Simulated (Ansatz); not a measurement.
Task: a ladder of methods at one geometry of CH₇BFGeN, SMILES N[B]([GeH3])CF, with the Python package of Ansatz (0.2.0). Give the script and its output. Settings (for the species named): revPBE, def2-SVP basis, multiplicity 1. The script varies functional: revpbe, lda, pbe, r2scan.

```json
{"atom": "N", "x (Å)": "0.7274", "y (Å)": "0.9470", "z (Å)": "1.3853"}
{"atom": "B", "x (Å)": "0.2343", "y (Å)": "0.0412", "z (Å)": "0.2643"}
{"atom": "Ge", "x (Å)": "-1.6995", "y (Å)": "0.0827", "z (Å)": "-0.4297"}
{"atom": "C", "x (Å)": "1.3431", "y (Å)": "-0.9873", "z (Å)": "-0.3507"}
{"atom": "F", "x (Å)": "1.4257", "y (Å)": "-0.7634", "z (Å)": "-1.7164"}
{"atom": "H", "x (Å)": "1.4118", "y (Å)": "1.6317", "z (Å)": "0.9666"}
{"atom": "H", "x (Å)": "-0.1070", "y (Å)": "1.6024", "z (Å)": "1.6232"}
{"atom": "H", "x (Å)": "-2.5975", "y (Å)": "-0.2060", "z (Å)": "0.7480"}
{"atom": "H", "x (Å)": "-1.9725", "y (Å)": "1.5021", "z (Å)": "-0.9527"}
{"atom": "H", "x (Å)": "-1.8353", "y (Å)": "-0.9871", "z (Å)": "-1.5012"}
{"atom": "H", "x (Å)": "2.2424", "y (Å)": "-0.8986", "z (Å)": "0.1785"}
{"atom": "H", "x (Å)": "0.9041", "y (Å)": "-2.0200", "z (Å)": "-0.1813"}
```

Script `methods_ch7bfgen.py`:
```python
"""CH7BFGeN at several levels of theory."""

from pathlib import Path

import ansatz as az
import numpy as np


def main() -> None:
    geometry_ang = [
        ("N", [0.7274, 0.947, 1.3853]),
        ("B", [0.2343, 0.0412, 0.2643]),
        ("Ge", [-1.6995, 0.0827, -0.4297]),
        ("C", [1.3431, -0.9873, -0.3507]),
        ("F", [1.4257, -0.7634, -1.7164]),
        ("H", [1.4118, 1.6317, 0.9666]),
        ("H", [-0.107, 1.6024, 1.6232]),
        ("H", [-2.5975, -0.206, 0.748]),
        ("H", [-1.9725, 1.5021, -0.9527]),
        ("H", [-1.8353, -0.9871, -1.5012]),
        ("H", [2.2424, -0.8986, 0.1785]),
        ("H", [0.9041, -2.02, -0.1813]),
    ]
    molecule = az.Crystal.molecule()
    for symbol, xyz in geometry_ang:
        molecule = molecule.atom(symbol, xyz)

    job = molecule.calculation().basis(gaussian="def2-SVP")

    print("functional    E (Ha)        dipole (D)   HOMO (eV)  LUMO (eV)")
    for name in ["revpbe", "lda", "pbe", "r2scan"]:
        summary = job.functional(name).forces().orbitals().run(threads=1, runs_dir="runs").report
        lines = Path(summary["orbitals_path"]).read_text().splitlines()
        field_of = lambda key: [line.split("=")[1].strip() for line in lines if line.startswith(key)]
        orbitals = [(27.211386 * float(e), s, float(n)) for e, s, n in zip(field_of("Ene="), field_of("Spin="), field_of("Occup="))]
        homo = max(e for e, _, n in orbitals if n > 0.5)
        lumo = min(e for e, _, n in orbitals if n < 0.5)
        dipole = 4.803205 * np.linalg.norm(summary["charge_distribution"]["dipole_moment_e_ang"])
        print(f"{name:10s} {summary['free_energy_ev'] / 27.211386246:14.6f} {dipole:9.3f} {homo:11.3f} {lumo:10.3f}")


if __name__ == "__main__":
    main()
```

```console
$ python methods_ch7bfgen.py
functional    E (Ha)        dipole (D)   HOMO (eV)  LUMO (eV)
revpbe       -2298.088797     1.770      -6.005     -2.118
lda          -2293.383997     1.873      -6.151     -2.412
pbe          -2297.738464     1.795      -6.046     -2.208
r2scan       -2298.195936     1.791      -6.363     -1.981
```

Notes:
- The settings weren't tested for convergence.
- The geometry is a force-field or estimated start, not a minimum of this method, and the basis set is short of its limit. A lower total doesn't mark the better method: functionals have no common bound, and MP2 and coupled cluster aren't variational.
- Levels such as HOMO and LUMO are orbital energies: with these approximate functionals they aren't the ionisation energy and electron affinity, and their gap isn't the fundamental gap.
- Run time: 9.4 s on 1 thread of AMD EPYC 9R45 96-Core Processor (Zen 5), with other jobs on the host, peak memory 0.26 GiB.

(Lines on the test bed's own set-up are left out of the output.)
